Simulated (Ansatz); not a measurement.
**AlBr2H2N: up Jacob's ladder to CCSD(T)**

The task here is to estimate one member of a computed series from the others.

Computed with Ansatz 0.2.0, Gaussian basis. Level: functionals in def2-TZVPP, the program's frozen cores in correlated methods.

Plan: LDA (SPW92), PBE-D4, revPBE-D4, BLYP-D4, r2SCAN-D4, B97M-V, PBE0-D4, B3LYP-D4, r2SCANh-D4, r2SCAN0-D4, HSE06-D4, BHLYP-D4, CAM-B3LYP-D4, LC-ωPBE, ωB97X-V, ωB97M-V, B2PLYP, PBE-QIDH; CCSD(T)/def2-SVP; CCSD(T)/def2-TZVPP; MP2/def2-QZVPP; extrapolation to the limit; RPA on PBE.

### The geometry

All runs share one geometry, relaxed beforehand with PBE0-D4 in a triple-zeta def2 set.

SMILES `[NH2][Al]([Br])[Br]`, 6 atoms, charge 0, spin multiplicity 1.

Atoms are counted from 1 here; the program's logs count them from 0.

Bond lengths: N1–Al2 1.748 Å, N1–H5 1.007 Å, N1–H6 1.007 Å, Al2–Br3 2.241 Å, Al2–Br4 2.241 Å. Angles: Al2–N1–H5 124.4°, Al2–N1–H6 124.3°, H5–N1–H6 111.3°, N1–Al2–Br3 119.8°, N1–Al2–Br4 119.8°, Br3–Al2–Br4 120.3°.

The first run:

Contents of in.yaml:

```yaml
crystal:
  periodic: [false, false, false]
  atoms:
    - {symbol: N, position_ang: [-0.146816, 1.033588, -0.042115]}
    - {symbol: Al, position_ang: [0.107771, -0.694466, 0.014892]}
    - {symbol: Br, position_ang: [1.634367, -1.550916, 1.413831]}
    - {symbol: Br, position_ang: [-1.094015, -2.042725, -1.311358]}
    - {symbol: H, position_ang: [0.353723, 1.700391, 0.521926]}
    - {symbol: H, position_ang: [-0.812831, 1.490029, -0.643277]}
basis:
  gaussian: {orbitals: def2-TZVPP}
hamiltonian: {xc: lda}
output: {orbitals: {seedname: orbitals}}
```

Run with:

```bash
> ansatz run in.yaml --threads 4 --pin off --events-out ev --progress --plain --max-ram 10444MiB
```

Among the steps run: LDA; PBE-D4 (GGA); revPBE-D4 (GGA); BLYP-D4 (GGA); r2SCAN-D4 (meta-GGA); B97M-V (meta-GGA); B3LYP-D4 (hybrid); r2SCANh-D4 (hybrid); r2SCAN0-D4 (hybrid); HSE06-D4 (hybrid); BHLYP-D4 (hybrid); CAM-B3LYP-D4 (range-separated); LC-ωPBE (range-separated); ωB97X-V (range-separated); ωB97M-V (range-separated); B2PLYP (double hybrid); PBE-QIDH (double hybrid).

One table of the session follows, with a row left open; its other results are not shown here.

It belongs to the step «Orbital energies across the functionals». 

```
  functional  HOMO (eV)  gap (eV)
 LDA (SPW92)      -6.79      4.89
      PBE-D4      -6.59      4.95
   revPBE-D4      -6.52      5.02
     BLYP-D4      -6.45      4.89
   r2SCAN-D4      -6.91      5.71
      B97M-V      -6.92      5.62
     PBE0-D4      -8.00      7.19
    B3LYP-D4      -7.74      6.67
  r2SCANh-D4      -7.43      6.49
  r2SCAN0-D4      -8.22      7.67
    HSE06-D4      -7.59      6.42
    BHLYP-D4          ?         ?
CAM-B3LYP-D4      -9.44      9.55
     LC-ωPBE     -10.90     12.26
     ωB97X-V     -10.49     11.65
     ωB97M-V     -10.37     11.23
```

Estimate the missing values for BHLYP-D4.

Worked estimate for «HOMO (eV)». Against the share of exact exchange, BLYP-D4 (0, -6.45), B3LYP-D4 (0.2, -7.74) give a slope of -6.45 per unit share; at 0.5 the line stands at -9.67.

The run gave: HOMO (eV): -9.29; gap (eV): 9.29. In «HOMO (eV)» the line misses by -0.38.
